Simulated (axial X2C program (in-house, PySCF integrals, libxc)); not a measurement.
# SnAs: properties at the nuclei

Wanted for SnAs: properties at the nuclei, at the two-component level.

Program: an in-house X2C program for linear molecules on PySCF integrals. Level of theory: two-component X2C with atomic mean-field terms, Sn dyall-cv3z, As dyall-cv3z. These are calculated values, not measurements.

### Step 1. Input

The input, task.json:

```json
{
 "zs": [
  50,
  33
 ],
 "q": 0,
 "bas": [
  "dyall-cv3z",
  "dyall-cv3z"
 ],
 "r0": 2.61,
 "levels": [
  "PBE0",
  "HF",
  "LDA",
  "TPSSh",
  "r2SCAN"
 ],
 "nst": 3
}
```

Keys: zs atomic numbers; q charge; bas basis sets; r0 starting distance in Å; levels methods (HF also brings MP2); nst determinants followed.

Launch:

```sh
$ python soeom.py task.json out
```

Further steps of the session: Expectation values, lowest determinant; Expectation values, a higher determinant; Expectation values, a higher determinant.

**Question.** What will these runs give? Wanted: lowest determinant; Eeff magnitude; Ws magnitude Sn; A∥/gI Sn; qzz Sn; higher determinant (for each run or level that gives them).

As calculated:

```
                                        quantity                                                  value
                              lowest determinant                Ω = 3/2 (excess of +ω over −ω: ω = 3/2)
                    Eeff magnitude (GV/cm), PBE0                                                 0.0652
                     Ws magnitude Sn (kHz), PBE0                                                0.00698
                            A∥/gI Sn (MHz), PBE0                                                    218
                             qzz Sn (a.u.), PBE0                                                  -6.61
                              higher determinant                Ω = 1/2 (excess of +ω over −ω: ω = 1/2)
Eeff magnitude (GV/cm), PBE0, higher determinant                                                   1.31
 Ws magnitude Sn (kHz), PBE0, higher determinant                                                   1.49
        A∥/gI Sn (MHz), PBE0, higher determinant                                                    793
         qzz Sn (a.u.), PBE0, higher determinant                                                  -6.90
                              higher determinant  Ω = 1/2 (excess of +ω over −ω: 2 × ω = -1/2, ω = 3/2)
Eeff magnitude (GV/cm), PBE0, higher determinant                                                  0.703
 Ws magnitude Sn (kHz), PBE0, higher determinant                                                  0.755
        A∥/gI Sn (MHz), PBE0, higher determinant                                                  -2490
         qzz Sn (a.u.), PBE0, higher determinant                                                  -4.32
```

**Reading.** In the first state, the effective field runs from 0.0388 to 0.757 GV/cm over the mean-field levels, so the levels don't agree on it. The expectation values come from single determinants, which for open shells can mix terms of unlike spin or miss the lowest Ω, so a determinant need not be a state. Eeff is the effective electric field on the electron dipole moment in this Ω state and Ws the scalar–pseudoscalar constant (defined with the proton number Z and per Ω); A∥ is the parallel hyperfine constant, which follows by multiplying with the nuclear g factor gI = μI/(I μN); qzz is the electric field gradient, eQq0 = 234.96 MHz × Q/barn × qzz; μ is positive if As is the positive end. The operators were transformed with the bare-nucleus X2C matrices.
